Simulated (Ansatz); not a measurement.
# Re: pressure up to the limit of the methods

One table from this session's results is given with a row withheld; the runs are named, their logs left out.

Method: DFT PBEsol, with the methods named in each step, in Ansatz 0.2.0.

**The structure to begin with**

Symmetry: Pm-3m, No. 221, cubic system. Conventional cell: a = 2.505 Å, b = 2.505 Å, c = 2.505 Å, α = 90.00°, β = 90.00°, γ = 90.00°. Around Re (site symmetry m-3m) lie 6 Re at 2.51 Å.

Coordinates:

```cif
data_structure
_symmetry_space_group_name_H-M 'P 1'
_symmetry_Int_Tables_number 1
_cell_length_a 2.5051
_cell_length_b 2.5051
_cell_length_c 2.5051
_cell_angle_alpha 90.000
_cell_angle_beta 90.000
_cell_angle_gamma 90.000
_cell_volume 15.72
loop_
_atom_site_label
_atom_site_type_symbol
_atom_site_fract_x
_atom_site_fract_y
_atom_site_fract_z
_atom_site_occupancy
Re1 Re 0.00000 0.00000 0.00000 1
```

Whether this phase is the stable one at these pressures isn't tested.

Set-up of the first run:

Contents of input.yaml:

```yaml
crystal:
  lattice:
    - [2.5050819293, 0.0, 0.0]
    - [0.0, 2.5050819293, 0.0]
    - [0.0, 0.0, 2.5050819293]
  atoms:
    - { symbol: Re, position: [0.0, 0.0, 0.0] }
kpoints:
  mp_grid: { grid: [15, 15, 15] }
scf:
  occupations: { method: fermi_dirac, width: 0.1 }
hamiltonian:
  xc: pbesol
  pseudopotentials: { kind: paw }
output:
  forces: true
  stress: true
relax:
  f_tol: 0.005
  max_steps: 40
  cell: {}
```

The run is started by

```sh
$ ansatz run input.yaml --threads 1 --pin off --max-ram 2048MiB --backend cpu --events-out ev --progress --plain --runs-dir out
```

Among the steps run: Cell relaxed at zero pressure, PAW; Volume scaled by 1, PAW; Volume scaled by 0.92, PAW; Volume scaled by 0.84, PAW; Volume scaled by 0.76, PAW; Volume scaled by 0.68, PAW; Volume scaled by 0.6, PAW; Volume scaled by 0.52, PAW; Volume scaled by 0.45, PAW; Volume scaled by 0.45, PAW (source ansatz).

One table of the session follows, with a row left open; its other results are not shown here.

| method | volume over the first | volume (Å³/atom) | pressure (GPa) |
| --- | --- | --- | --- |
| PAW | 1 | 16.619 | 0.02 |
| PAW | 0.92 | 15.289 | 27.88 |
| PAW | 0.84 | 13.960 | 71.13 |
| PAW | 0.76 | 12.630 | 139.25 |
| PAW | 0.68 | 11.301 | 248.19 |
| PAW | 0.6 | 9.971 | 428.73 |
| PAW | 0.52 | 8.642 | 738.56 |
| PAW | 0.45 | 7.478 | 1230.32 |
| PAW (source ansatz) | 0.45 | ? | ? |

**Question.** Estimate the row for PAW (source ansatz), 0.45.

**Answer.** volume (Å³/atom): 7.478; pressure (GPa): 1220.24.

Limits of these values: At pressures up to 1230 GPa the PAW spheres may overlap and frozen cores may not hold, so those PAW values are rough without an all-electron check.
